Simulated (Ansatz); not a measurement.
Crystal: CdPbS2.

```
CELL_PARAMETERS angstrom
2.03929 1.17738 6.62259
-2.03929 1.17738 6.62259
0.00000 -2.35477 6.62259
ATOMIC_POSITIONS crystal
Pb 0.50000 0.50000 0.50000
Cd 0.00000 0.00000 0.00000
S 0.25872 0.25872 0.25872
S 0.74128 0.74128 0.74128
```

The cell comes from a database or a generator and needn't be the stable form of this composition.

| Item | Value |
| --- | --- |
| Program | Ansatz 0.2.0 |
| Task | relaxation of cell and atoms |
| Functional | RPBE |
| Potentials or basis | Ansatz PAW |
| Cutoff | 420 eV (not typed: the program's choice for these potentials) |
| k mesh | 6 × 6 × 6 |
| Occupations | fermi-dirac, width 0.05 eV |
| Spin | no spin polarisation |

At the start: volume 23.85 Å³/atom.

Problem. How do energy, volume and symmetry change on relaxing?

Solution. It ends after 5 steps and the volume is 24.67 Å³/atom (+3.4 %); space group R-3m (No. 166, to 0.05 Å).

The path:
| step | energy change (eV) | largest force (eV/Å) | volume (Å³) |
| --- | --- | --- | --- |
| 1 | 0.0000 | 0.0370 | 95.41 |
| 2 | -0.0149 | 0.0129 | 100.33 |
| 3 | -0.0196 | 0.0053 | 98.79 |
| 4 | -0.0196 | 0.0017 | 98.69 |
| 5 | -0.0202 | 0.0017 | 98.69 |

Final structure:
```
CELL_PARAMETERS angstrom
2.05911 1.18883 6.71929
-2.05911 1.18883 6.71929
0.00000 -2.37766 6.71929
ATOMIC_POSITIONS crystal
Pb 0.50000 0.50000 0.50000
Cd 0.00000 0.00000 0.00000
S 0.25836 0.25836 0.25836
S 0.74164 0.74164 0.74164
```

Caveat: the plane-wave basis is chosen anew once the cell has moved, so the energies of steps on either side of that aren't comparable; the PAW data sets come from PBE, with cores solved anew for the run's functional, which leaves a small shift of forces and pressure.
